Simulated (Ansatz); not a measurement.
**SnH3Cl (SMILES [Cl][SnH3]): levels of theory compared**

Wanted: a comparison of 6 runs (UPBE0/STO-3G, r2SCAN/STO-3G, BCCD(T)/STO-3G, CCSDT(Q)/STO-3G, CCSD(T)/STO-3G, UCCSD(T)/STO-3G) of SnH3Cl. 

Program for the calculation: Ansatz 0.2.0.

59 further runs of the same task are left out: 8 that didn't finish, 51 set aside as unsound or not needed.

## 1. The structure to begin with

SnH3Cl: 5 atoms, total charge 0, spin state singlet. SMILES: `[Cl][SnH3]`. The H4–Sn2 distance was set to 4.250 Å, away from the relaxed value. At this shape a bond of the SMILES string is far longer than usual.

Bond lengths: Cl1–Sn2 2.334 Å, Sn2–H3 1.700 Å, Sn2–H5 1.700 Å. Angles: Cl1–Sn2–H3 106.1°, Cl1–Sn2–H5 106.1°, H3–Sn2–H5 112.7°.

## 2. The energy at UPBE0/STO-3G (run 1)

Contents of run.yaml:

```yaml
basis:
  gaussian: {orbitals: STO-3G}
crystal:
  periodic: [false, false, false]
  atoms:
    - {symbol: Cl, position_ang: [-2.370090, 2.806905, 0.717006]}
    - {symbol: Sn, position_ang: [-0.361790, 2.430005, -0.410394]}
    - {symbol: H, position_ang: [-0.651190, 2.837405, -2.035294]}
    - {symbol: H, position_ang: [0.522700, -1.694200, 0.111100]}
    - {symbol: H, position_ang: [0.787510, 3.444405, 0.324506]}
total_charge: 0
magnetization: {spin_polarized: true}
hamiltonian: {xc: pbe0}
accuracy: high
```

Started as:

```console
$ ansatz run run.yaml --threads 1 --pin off --max-ram 2610MiB --events-out events.jsonl --progress --plain --runs-dir runs
```

The log of the run:

```text
Warning: RAYON_NUM_THREADS=1 ignored (pool sized by the plan → 1); use --threads N
Functional definition: PBE0
  name "PBE0"
  parameter a = 0.25
  parameter kappa = 0.804
  parameter beta = 0.06672455060314922
  exchange = (1 - a)*pbe_x(kappa = kappa, mu = beta*pi^2/3) + a*exact_x
  correlation = pbe_c(beta = beta)
698 factors; integrals over basis functions are off by at most 5.7e-9 eV
mean field evaluation 1: about -174733.7994 eV, gradient 1.2e1 eV
mean field evaluation 2: about -174731.7665 eV, gradient 1.4e1 eV
mean field evaluation 4: about -174735.2552 eV, gradient 5.3e0 eV
mean field evaluation 8: about -174733.8388 eV, gradient 4.9e0 eV
mean field evaluation 16: about -174744.1596 eV, gradient 3.5e0 eV
mean field evaluation 32: about -174745.6157 eV, gradient 4.9e-2 eV
mean field -174745.61578897 eV, -6421.7829334121 hartree, gradient 2.6e-8 eV, S^2 0.999346; 2 other end points of the search recorded, 0 dependent functions left out
reference -174745.61579075 eV, -6421.7829334775 hartree; 35, 35 occupied and 4, 4 virtual orbitals, 698 factors
Total energy: -174745.61579075 eV, -6421.7829334775 hartree
```

Wall time 8.1 s (1 thread of Arm Neoverse V1, shared host); peak memory 0.2 GiB.

## 3. A single-point energy at r2SCAN/STO-3G (run 2)

Contents of job.yaml:

```yaml
crystal:
  periodic: [false, false, false]
  atoms:
    - {symbol: Cl, position_ang: [-2.370090, 2.806905, 0.717006]}
    - {symbol: Sn, position_ang: [-0.361790, 2.430005, -0.410394]}
    - {symbol: H, position_ang: [-0.651190, 2.837405, -2.035294]}
    - {symbol: H, position_ang: [0.522700, -1.694200, 0.111100]}
    - {symbol: H, position_ang: [0.787510, 3.444405, 0.324506]}
basis:
  gaussian:
    orbitals: STO-3G
total_charge: 0
hamiltonian:
  xc: r2scan
accuracy: high
```

Started as:

```console
$ ansatz run job.yaml --threads 1 --pin off --max-ram 2610MiB --events-out events.jsonl --progress --plain --runs-dir runs
```

The log of the run:

```text
Warning: RAYON_NUM_THREADS=1 ignored (pool sized by the plan → 1); use --threads N
Functional definition: r2SCAN
  name "r2SCAN"
  parameter k0 = 0.174
  parameter k1 = 0.065
  parameter a1 = 4.9479
  exchange = r2scan_x(k0 = k0, k1 = k1, a1 = a1)
  correlation = r2scan_c
698 factors; integrals over basis functions are off by at most 5.7e-9 eV
mean field evaluation 1: about -174749.7150 eV, gradient 1.8e1 eV
mean field evaluation 2: about -174746.6082 eV, gradient 2.5e1 eV
mean field evaluation 4: about -174751.3106 eV, gradient 7.8e0 eV
mean field evaluation 8: about -174751.2060 eV, gradient 8.8e0 eV
mean field evaluation 16: about -174759.7311 eV, gradient 2.6e-5 eV
mean field -174759.73105087 eV, -6422.3016597191 hartree, gradient 2.6e-8 eV, S^2 0.000000; 1 other end points of the search recorded, 0 dependent functions left out
reference -174759.73105135 eV, -6422.3016597369 hartree; 35, 35 occupied and 4, 4 virtual orbitals, 698 factors
Total energy: -174759.73105135 eV, -6422.3016597369 hartree
```

Wall time 14 s (1 thread of Arm Neoverse V1, shared host); peak memory 0.16 GiB.

Run 3 isn't shown in full; the table further down has it.

## 4. The energy at CCSDT(Q)/STO-3G (run 4)

job.yaml, as its differences from that of step 3:

```diff
@@ -9,7 +9,5 @@
 basis:
-  gaussian:
-    orbitals: STO-3G
-total_charge: 0
-hamiltonian:
-  xc: r2scan
+  gaussian: {orbitals: STO-3G}
+correlation: {method: ccsdt_q, frozen_orbitals: {Cl: 5, H: 0, Sn: 18}}
 accuracy: high
+scf: {omitted_lower_state_checks: [cluster_reference, increment]}
```

Started as:

```console
$ ansatz run job.yaml --threads 1 --pin off --max-ram 2610MiB --events-out events.jsonl --progress --plain --runs-dir runs
```

The log of the run:

```text
Warning: RAYON_NUM_THREADS=1 ignored (pool sized by the plan → 1); use --threads N
[... 12 lines left out ...]
23 core orbitals not correlated: weight in the atoms' cores, before any rotation towards them, 1.000 or more for the frozen orbitals, at most 0.000 for the correlated occupied ones
[... 33 lines left out ...]
WARN: these amplitudes may be one of several solutions (largest doubles amplitude 0.95, level shift 13.29 eV)
Total energy: -174685.97303899 eV, -6419.5911027776 hartree
Checks for a lower state left out: cluster_reference, increment
```

It took 1.5 s on 1 thread of Arm Neoverse V1, shared host; peak memory 0.1 GiB.

Run 5 isn't shown in full; the table further down has it.

## 5. A single-point energy at UCCSD(T)/STO-3G (run 6)

Contents of in.yaml:

```yaml
crystal:
  periodic: [false, false, false]
  atoms:
    - {symbol: Cl, position_ang: [-2.370090, 2.806905, 0.717006]}
    - {symbol: Sn, position_ang: [-0.361790, 2.430005, -0.410394]}
    - {symbol: H, position_ang: [-0.651190, 2.837405, -2.035294]}
    - {symbol: H, position_ang: [0.522700, -1.694200, 0.111100]}
    - {symbol: H, position_ang: [0.787510, 3.444405, 0.324506]}
basis:
  gaussian: {orbitals: STO-3G}
magnetization: {spin_polarized: true}
correlation: {method: ccsd_t, frozen_orbitals: {Cl: 5, H: 0, Sn: 18}}
accuracy: high
scf: {omitted_lower_state_checks: [cluster_reference, increment]}
```

Started as:

```console
$ ansatz run in.yaml --threads 1 --pin off --max-ram 2610MiB --events-out events.jsonl --progress --plain --runs-dir runs
```

The log of the run (excerpt; [...] marks lines left out):

```text
Warning: RAYON_NUM_THREADS=1 ignored (pool sized by the plan → 1); use --threads N
Functional definition: HF
  name "HF"
[...]
698 factors; integrals over basis functions are off by at most 5.7e-9 eV
[...]
mean field -174684.72785455 eV, -6419.5453430934 hartree, gradient 2.1e-8 eV, S^2 1.001002; 5 other end points of the search recorded, 0 dependent functions left out
23 core orbitals not correlated: weight in the atoms' cores, before any rotation towards them, 1.000 or more for the frozen orbitals, at most 0.000 for the correlated occupied ones
reference -174684.72785455 eV, -6419.5453430934 hartree; 12, 12 occupied and 4, 4 virtual orbitals, 698 factors
second order -0.80915640 eV of doubles, -0.00000000 eV of singles
cycle   1  -1.05936810 eV  change   -2.5e-1 eV  update   5.0e-2
[...]
cycle  25  -1.21959001 eV  change  -9.2e-10 eV  update   3.0e-9
perturbative correction -0.01530562 eV, -0.0005624711 hartree
Total energy: -174685.96275017 eV, -6419.5907246705 hartree
Checks for a lower state left out: cluster_reference, increment
```

Wall time 2.7 s (1 thread of Arm Neoverse V1, shared host); peak memory 0.13 GiB.

## 6. Overview of the runs

| run | level | frozen core orbitals | energy (Eh) | wall time |
| --- | --- | --- | --- | --- |
| 1 | UPBE0/STO-3G | – | -6421.782933 | 8.1 s |
| 2 | r2SCAN/STO-3G | – | -6422.301660 | 14 s |
| 3 | BCCD(T)/STO-3G | 23 | -6419.592379 | 1.1 s |
| 4 | CCSDT(Q)/STO-3G | 23 | -6419.591103 | 1.5 s |
| 5 | CCSD(T)/STO-3G | 23 | -6419.592728 | 1 s |
| 6 | UCCSD(T)/STO-3G | 23 | -6419.590725 | 2.7 s |

## 7. Summary of results

```
                                           quantity           value
                                run 6: total energy  -6419.59072 Eh
run 6: correlation energy (23 core orbitals frozen)       -45.4 mEh
                              run 6: (T) correction       -0.56 mEh
           run 6: ⟨S²⟩ of the reference determinant           1.001
                               run 6: T1 diagnostic           0.005
```

What this shows: Totals of different functionals can't be ranked against each other. In runs 3, 4, 5 the log says that unrestricted orbitals would lower the reference, so the values rest on an unstable closed-shell determinant (other closed-shell runs at this shape may share the fault). In runs 1, 2, 3, 4, 5, 6 the basis is minimal, so the values are rough. In runs 2, 5 a closed-shell determinant meets a far-stretched bond, which it describes badly. In runs 1, 2, 3, 4, 5, 6 relativity is left out where basis or elements ask for it. Spin contamination of the reference: run 6 ⟨S²⟩ = 1.00, run 1 ⟨S²⟩ = 1.00. Where it is this large, the reference is a mixture of spin states, and values that rest on it are in doubt. All runs together took 29 s, the longest 14 s.
